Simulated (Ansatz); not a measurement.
**Ta2O5: sliding across a plane**

This session takes Ta2O5 and sets out to slide the crystal rigidly across a (0 0 1) plane.

Method: DFT r2SCAN, scalar-relativistic, plane waves, PAW, in Ansatz 0.2.0.

2 further runs of the same task are left out: 2 set aside as unsound or not needed. Runs told in other sessions of the task aren't counted.

## (1) Starting point

Symmetry: C2, No. 5, monoclinic system. The conventional cell has a = 6.028 Å, b = 5.129 Å, c = 5.768 Å, α = 90.00°, β = 118.22°, γ = 90.00°. Ta (site symmetry 1) is surrounded by 7 O at 1.89 to 2.35 Å. Around O (site symmetry 1) lie 2 Ta at 1.92 to 2.05 Å. O (site symmetry 1) has 2 Ta at 1.89 to 1.99 Å in its first shell of neighbours. Around O (site symmetry 2) lie 4 Ta at 2.14 to 2.35 Å.

Structure file:

```cif
data_structure
_symmetry_space_group_name_H-M 'C2'
_symmetry_Int_Tables_number 5
_cell_length_a 6.0281
_cell_length_b 5.1293
_cell_length_c 5.7676
_cell_angle_alpha 90.000
_cell_angle_beta 118.217
_cell_angle_gamma 90.000
_cell_volume 157.14
loop_
_atom_site_label
_atom_site_type_symbol
_atom_site_symmetry_multiplicity
_atom_site_Wyckoff_symbol
_atom_site_fract_x
_atom_site_fract_y
_atom_site_fract_z
_atom_site_occupancy
Ta1 Ta 4 c 0.69067 0.46236 0.29378 1
O1 O 4 c 0.92494 0.29186 0.64782 1
O2 O 4 c 0.67513 0.43870 0.95965 1
O3 O 2 b 0.00000 0.72317 0.50000 1
```

It goes back to an entry of the Materials Project, which need not be the stable form.

It is built from the cell relaxed beforehand with the same method (11.22 Å³/atom).

## (2) The reference cell

The cell is repeated 2 times, 14 atoms in all. The reference gives a free energy of -45474.5873 eV, pressure 0.00 GPa, largest force 0.001 eV/Å and gap on the mesh 2.92 eV. It was computed beforehand with the settings of the runs below.

## (3) The scan: sliding across a plane

The cut lies on the cell's a–b face, a (0 0 1) plane of area 15.46 Å², between layers 1.29 Å apart (O below, O, Ta above); the cell is 10.2 Å thick. Vector c is tilted by f times 1·a + 1·b (length 6.028 Å) with the atoms' Cartesian places fixed: one unrelaxed fault per cell.

## (4) Point f = 0.167

input.yaml

```yaml
crystal:
  lattice:
    - [-3.0140615512, 2.564649723, -0.0080547553]
    - [-3.0140615512, -2.564649723, -0.0080547553]
    - [-0.4579922925, 0.0, 10.1632633447]
  atoms:
    - { symbol: Ta, position: [0.9080156893, 0.9832949323, 0.0633377825] }
    - { symbol: Ta, position: [0.3246656893, 0.3999449323, 0.5633377825] }
    - { symbol: Ta, position: [0.4612106377, 0.5364898807, 0.2695622175] }
    - { symbol: Ta, position: [-0.1221393623, -0.0468601193, 0.7695622175] }
    - { symbol: O, position: [0.6507564666, 0.0670448201, 0.2403603776] }
    - { symbol: O, position: [0.0674064666, 0.4836948201, 0.7403603776] }
    - { symbol: O, position: [0.1773370001, 0.2999425019, 0.3962759559] }
    - { symbol: O, position: [0.5939870001, 0.7165925019, 0.8962759559] }
    - { symbol: O, position: [0.9454268832, 0.4990786868, 0.16645] }
    - { symbol: O, position: [0.3620768832, -0.0842713132, 0.66645] }
    - { symbol: O, position: [-0.0221369319, 0.1004685699, 0.9366240441] }
    - { symbol: O, position: [0.5612130681, 0.6838185699, 0.4366240441] }
    - { symbol: O, position: [0.3774607499, 0.7937491034, 0.0925396224] }
    - { symbol: O, position: [0.7941107499, 0.2103991034, 0.5925396224] }
basis:
  ecutwfc: 500
kpoints:
  mp_grid: { grid: [6, 6, 3] }
hamiltonian:
  xc: r2scan
scf:
  occupations: { method: gaussian, width: 0.05 }
output:
  forces: true
  stress: true
  eigenvalues: true
```

Command:

```sh
$ ansatz run input.yaml --threads 2 --pin off --max-ram 5120MiB --backend cpu --events-out ev --progress --plain --runs-dir out
```

## (5) At f = 0.333

input.yaml

```yaml
crystal:
  lattice:
    - [-3.0140615512, 2.564649723, -0.0080547553]
    - [-3.0140615512, -2.564649723, -0.0080547553]
    - [-1.4622776013, 0.0, 10.1605795002]
  atoms:
    - { symbol: Ta, position: [0.8974636147, 0.9727428577, 0.0633377825] }
    - { symbol: Ta, position: [0.2308136147, 0.3060928577, 0.5633377825] }
    - { symbol: Ta, position: [0.4163015723, 0.4915808153, 0.2695622175] }
    - { symbol: Ta, position: [-0.2503484277, -0.1750691847, 0.7695622175] }
    - { symbol: O, position: [0.6107124276, 0.0270007811, 0.2403603776] }
    - { symbol: O, position: [-0.0559375724, 0.3603507811, 0.7403603776] }
    - { symbol: O, position: [0.1113174258, 0.2339229276, 0.3962759559] }
    - { symbol: O, position: [0.4446674258, 0.5672729276, 0.8962759559] }
    - { symbol: O, position: [0.9176963132, 0.4713481168, 0.16645] }
    - { symbol: O, position: [0.2510463132, -0.1953018832, 0.66645] }
    - { symbol: O, position: [-0.1781784976, -0.0555729958, 0.9366240441] }
    - { symbol: O, position: [0.4884715024, 0.6110770042, 0.4366240441] }
    - { symbol: O, position: [0.3620436489, 0.7783320024, 0.0925396224] }
    - { symbol: O, position: [0.6953936489, 0.1116820024, 0.5925396224] }
basis:
  ecutwfc: 500
kpoints:
  mp_grid: { grid: [6, 6, 3] }
hamiltonian:
  xc: r2scan
scf:
  occupations: { method: gaussian, width: 0.05 }
output:
  forces: true
  stress: true
  eigenvalues: true
```

## (6) f = 0.500

input.yaml

```yaml
crystal:
  lattice:
    - [-3.0140615512, 2.564649723, -0.0080547553]
    - [-3.0140615512, -2.564649723, -0.0080547553]
    - [-2.4671657225, 0.0, 10.1578940448]
  atoms:
    - { symbol: Ta, position: [0.8869052064, 0.9621844494, 0.0633377825] }
    - { symbol: Ta, position: [0.1369052063, 0.2121844493, 0.5633377825] }
    - { symbol: Ta, position: [0.3713655506, 0.4466447936, 0.2695622175] }
    - { symbol: Ta, position: [-0.3786344494, -0.3033552064, 0.7695622175] }
    - { symbol: O, position: [0.5706443527, -0.0130672938, 0.2403603776] }
    - { symbol: O, position: [-0.1793556473, 0.2369327062, 0.7403603776] }
    - { symbol: O, position: [0.0452582239, 0.1678637258, 0.3962759559] }
    - { symbol: O, position: [0.295258224, 0.4178637257, 0.8962759559] }
    - { symbol: O, position: [0.8899490982, 0.4436009018, 0.16645] }
    - { symbol: O, position: [0.1399490982, -0.3063990982, 0.66645] }
    - { symbol: O, position: [-0.3343137258, -0.211708224, 0.9366240441] }
    - { symbol: O, position: [0.4156862743, 0.538291776, 0.4366240441] }
    - { symbol: O, position: [0.3466172938, 0.7629056473, 0.0925396224] }
    - { symbol: O, position: [0.5966172938, 0.0129056473, 0.5925396224] }
basis:
  ecutwfc: 500
kpoints:
  mp_grid: { grid: [6, 6, 3] }
hamiltonian:
  xc: r2scan
scf:
  occupations: { method: gaussian, width: 0.05 }
output:
  forces: true
  stress: true
  eigenvalues: true
```

## (7) f = 0.667

input.yaml

```yaml
crystal:
  lattice:
    - [-3.0140615512, 2.564649723, -0.0080547553]
    - [-3.0140615512, -2.564649723, -0.0080547553]
    - [-3.4720538437, 0.0, 10.1552085894]
  atoms:
    - { symbol: Ta, position: [0.876346798, 0.951626041, 0.0633377825] }
    - { symbol: Ta, position: [0.042996798, 0.118276041, 0.5633377825] }
    - { symbol: Ta, position: [0.326429529, 0.401708772, 0.2695622175] }
    - { symbol: Ta, position: [-0.506920471, -0.431641228, 0.7695622175] }
    - { symbol: O, position: [0.5305762778, -0.0531353687, 0.2403603776] }
    - { symbol: O, position: [-0.3027737222, 0.1135146313, 0.7403603776] }
    - { symbol: O, position: [-0.0208009779, 0.1018045239, 0.3962759559] }
    - { symbol: O, position: [0.1458490221, 0.2684545239, 0.8962759559] }
    - { symbol: O, position: [0.8622018832, 0.4158536868, 0.16645] }
    - { symbol: O, position: [0.0288518832, -0.4174963132, 0.66645] }
    - { symbol: O, position: [-0.4904489539, -0.3678434521, 0.9366240441] }
    - { symbol: O, position: [0.3429010461, 0.4655065479, 0.4366240441] }
    - { symbol: O, position: [0.3311909387, 0.7474792922, 0.0925396224] }
    - { symbol: O, position: [0.4978409387, -0.0858707078, 0.5925396224] }
basis:
  ecutwfc: 500
kpoints:
  mp_grid: { grid: [6, 6, 3] }
hamiltonian:
  xc: r2scan
scf:
  occupations: { method: gaussian, width: 0.05 }
output:
  forces: true
  stress: true
  eigenvalues: true
```

## (8) Point f = 0.833

input.yaml

```yaml
crystal:
  lattice:
    - [-3.0140615512, 2.564649723, -0.0080547553]
    - [-3.0140615512, -2.564649723, -0.0080547553]
    - [-4.4763391525, 0.0, 10.1525247449]
  atoms:
    - { symbol: Ta, position: [0.8657947234, 0.9410739664, 0.0633377825] }
    - { symbol: Ta, position: [-0.0508552766, 0.0244239664, 0.5633377825] }
    - { symbol: Ta, position: [0.2815204636, 0.3567997066, 0.2695622175] }
    - { symbol: Ta, position: [-0.6351295364, -0.5598502934, 0.7695622175] }
    - { symbol: O, position: [0.4905322388, -0.0931794077, 0.2403603776] }
    - { symbol: O, position: [-0.4261177612, -0.0098294077, 0.7403603776] }
    - { symbol: O, position: [-0.0868205522, 0.0357849496, 0.3962759559] }
    - { symbol: O, position: [-0.0034705522, 0.1191349496, 0.8962759559] }
    - { symbol: O, position: [0.8344713132, 0.3881231168, 0.16645] }
    - { symbol: O, position: [-0.0821786868, -0.5285268832, 0.66645] }
    - { symbol: O, position: [-0.6464905196, -0.5238850178, 0.9366240441] }
    - { symbol: O, position: [0.2701594804, 0.3927649822, 0.4366240441] }
    - { symbol: O, position: [0.3157738377, 0.7320621912, 0.0925396224] }
    - { symbol: O, position: [0.3991238377, -0.1845878088, 0.5925396224] }
basis:
  ecutwfc: 500
kpoints:
  mp_grid: { grid: [6, 6, 3] }
hamiltonian:
  xc: r2scan
scf:
  occupations: { method: gaussian, width: 0.05 }
output:
  forces: true
  stress: true
  eigenvalues: true
```

(Steps that only read results are left out.)

What does the calculation give? Wanted: largest shear traction sampled.

**Answer**, as computed:

| quantity | value |
| --- | --- |
| highest fault energy sampled | 10457 mJ/m² at f = 0.333 |
| largest shear traction sampled | 201.1 GPa |

In words: Of the points run, the one at f = 0.333 is highest, 10457 mJ/m². A dip at f = 0.500 (4351 mJ/m²) marks a possible metastable fault. The values are for rigid blocks: relaxation normal to the plane would bring them down. The gap on the mesh stays between 1.04 and 2.92 eV. Spin-orbit coupling is left out, which matters for the bands of Ta. Where forces pass 15 eV/Å atoms stand far too close, the PAW spheres overlap strongly and those numbers are rough.
